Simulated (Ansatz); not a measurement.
# BeAsH (singlet): the correlation ladder at distance As1–Be2 = 1.884 Å, cc-pVTZ

The task here is to estimate one member of a computed series from the others.

The runs use Ansatz 0.2.0, Gaussian basis; cc-pVTZ, core rule «outside noble gas», up to 15 orbitals frozen.

To be run: UHF; CCSD(T) on RHF; CCSD(T) on UHF; BCCD(T) on RHF; CCSDT(Q) on RHF.

16 further runs of the same task are left out: 6 for a known fault of the program, 1 for a mislabelled method, 8 that didn't finish, 1 set aside as unsound or not needed.

## The system

The geometry derives from a PBE0/def2-TZVP stationary point (not a proven minimum). One bond is set to the value named and the two fragments are kept rigid. No spin-orbit coupling is included. The filled d shell of As may be among the frozen orbitals whatever the setting's name suggests; the logs give the count.

3 atoms, charge 0, spin multiplicity 1.

Atoms are counted from 1 here; the program's logs count them from 0.

Bond lengths: As1–Be2 1.884 Å, Be2–H3 1.339 Å. Angles: As1–Be2–H3 180.0°.

Set-up of the first run:

File in.yaml:

```yaml
crystal:
  periodic: [false, false, false]
  atoms:
    - {symbol: As, position_ang: [0.000000, 0.000000, 1.702367]}
    - {symbol: Be, position_ang: [0.000000, 0.000000, -0.181633]}
    - {symbol: H, position_ang: [0.000000, 0.000000, -1.520733]}
basis:
  gaussian: {orbitals: cc-pVTZ}
magnetization: {spin_polarized: true, initial_magnetization: 0}
hamiltonian: {xc: hf}
output: {orbitals: {seedname: orbitals}}
```

Launch:

```sh
$ ansatz run in.yaml --threads 1 --pin off --events-out ev --progress --plain --max-ram 2393MiB
```

Among the steps run: UHF; CCSD(T) on RHF; CCSD(T) on UHF; BCCD(T) on RHF; CCSDT(Q) on RHF.

One table of the session follows, with a row left open; its other results are not shown here.

```
   method  from RCCSDT(Q) (kcal/mol)
      RHF                    +124.01
      UHF                     +94.36
     RMP2                          ?
     UMP2                     +12.08
    RCCSD                      +9.92
    UCCSD                      -7.00
 RCCSD(T)                      +5.18
 UCCSD(T)                     -11.46
  BCCD(T)                      +5.21
   RCCSDT                      +1.40
RCCSDT(Q)                          0
```

Q: Estimate the row for RMP2 from the others.

As computed: from RCCSDT(Q) (kcal/mol): +30.97. In the column «from RCCSDT(Q) (kcal/mol)» it lies between UMP2 (+12.08) and UHF (+94.36).

The program flags UCCSD(T), RCCSDT(Q) as in doubt (see the logs), so the zero of the table is itself unsure.

Limits of these values: The determinant is far from a pure spin state, so its energy mixes those of several spin states (harmless only where they are near-degenerate, as at dissociation). The report flags that the cluster equations may have other roots. The program flags UCCSD(T), RCCSDT(Q) as in doubt, so the zero of the table is itself unsure. Warnings: restricted reference is unstable; spin contamination. Restricted and unrestricted rows rest on different reference determinants; where their highest levels disagree by more than a few hundredths of an eV, they describe different states and don't form one ladder.
